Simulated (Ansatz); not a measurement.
**CH4AlBrFN: an energy map over angle C1–N2–Al3 and dihedral C1–N2–Al3–F4**

Aim: map the energy of CH₄AlBrFN, SMILES C[NH][Al]([F])[Br] over two coordinates, and find its wells, ridges and stiffness.

Computed with Ansatz 0.2.0. Level: RKS CAM-B3LYP-D4/def2-SVP.

## 1. The starting structure

9 atoms, charge 0, spin multiplicity 1.

Atoms are counted from 1 here; the program's logs count them from 0.

Bond lengths: C1–N2 1.456 Å, C1–H6 1.114 Å, C1–H7 1.108 Å, C1–H8 1.114 Å, N2–Al3 1.770 Å, N2–H9 1.024 Å, Al3–F4 1.674 Å, Al3–Br5 2.253 Å. Angles: N2–C1–H6 112.5°, N2–C1–H7 110.2°, N2–C1–H8 112.6°, H6–C1–H7 106.9°, H6–C1–H8 107.3°, H7–C1–H8 106.9°, C1–N2–Al3 128.7°, C1–N2–H9 112.8°, Al3–N2–H9 118.5°, N2–Al3–F4 119.7°, N2–Al3–Br5 120.5°, F4–Al3–Br5 119.8°.

Geometry (Å):

| atom | x (Å) | y (Å) | z (Å) |
| --- | --- | --- | --- |
| C1 | -0.79616 | -0.92806 | 0.58310 |
| N2 | -0.12830 | 0.34837 | 0.37113 |
| Al3 | 1.01017 | 0.80373 | -0.90541 |
| F4 | 1.44110 | -0.31670 | -2.07205 |
| Br5 | 1.88329 | 2.87927 | -0.97034 |
| H6 | -0.55158 | -1.37890 | 1.57185 |
| H7 | -0.48310 | -1.65730 | -0.19049 |
| H8 | -1.90556 | -0.84656 | 0.52232 |
| H9 | -0.38126 | 1.04985 | 1.07269 |

This geometry comes from a loose relaxation at PBE in a small basis, which is not shown.

## 3. Plan of the scan

- angle C1–N2–Al3: 9 values from 93.4 to 163.4 °
- dihedral C1–N2–Al3–F4: 10 values from −180 to 144 °, periodic

Nothing else is relaxed (all other coordinates rigid). Energies count from the relaxed molecule at the same level. Points are written as (first, second).

(The set-up runs are not shown.)

## 4. Point (163.4°, −72°)

Input file input.yaml:

```yaml
crystal:
  periodic: [false, false, false]
  atoms:
    - { symbol: C, position_ang: [-1.056892, -0.384694, 1.20977] }
    - { symbol: "N", position_ang: [-0.13016, 0.352464, 0.36955] }
    - { symbol: Al, position_ang: [1.000118, 0.800389, -0.890425] }
    - { symbol: F, position_ang: [2.537105, 0.189443, -0.861925] }
    - { symbol: Br, position_ang: [0.402984, 2.184576, -2.538625] }
    - { symbol: H, position_ang: [-0.707349, -0.460671, 2.254175] }
    - { symbol: H, position_ang: [-1.175003, -1.411274, 0.833121] }
    - { symbol: H, position_ang: [-2.061885, 0.071849, 1.227577] }
    - { symbol: H, position_ang: [-0.387478, 1.042764, 1.06871] }
basis:
  gaussian: { orbitals: def2-SVP }
hamiltonian:
  xc: { name: CAM-B3LYP }
  dispersion: d4
output:
  forces: true
```

On the command line:

```sh
ansatz run input.yaml --threads 1 --pin off --max-ram 2560MiB --backend cpu --events-out ev --progress --plain --runs-dir out
```

Further runs follow: the other points that were computed.

What does the calculation give? Wanted: lowest point; highest computed point; dipole moment; largest force on an atom.

**Answer**, as computed:

| quantity | value |
| --- | --- |
| lowest point | (128.4°, −180°), −0.010 eV |
| highest computed point | (93.4°, −180°), 1.83 eV above the lowest |
| dipole moment (D) | 2.02 at (93.4°, 0°) to 2.92 at (163.4°, 0°); 2.48 at the lowest point |
| largest force on an atom (eV/Å) | 0.00 at (128.4°, 0°) to 3.54 at (93.4°, −180°); 0.05 at the lowest point |
| time for the whole task | 12 min on 1 thread, shared host |

What this shows: The lowest computed point is at (128.4°, −180°), −0.010 eV from the relaxed molecule at the same level. There is a further well near (128.4°, 0°) (0.010 eV above the lowest at that grid point). The highest computed point, (93.4°, −180°), lies 1.83 eV above the lowest. On the interpolated surface the easiest way out of the lowest well to the well at (128.4°, 0°) passes a barrier of about 0.39 eV. Round the minimum the two coordinates are nearly uncoupled. Between some neighbouring points the energy changes steeply, from close contacts of the rigid frames or a change of state; the map doesn't tell which.
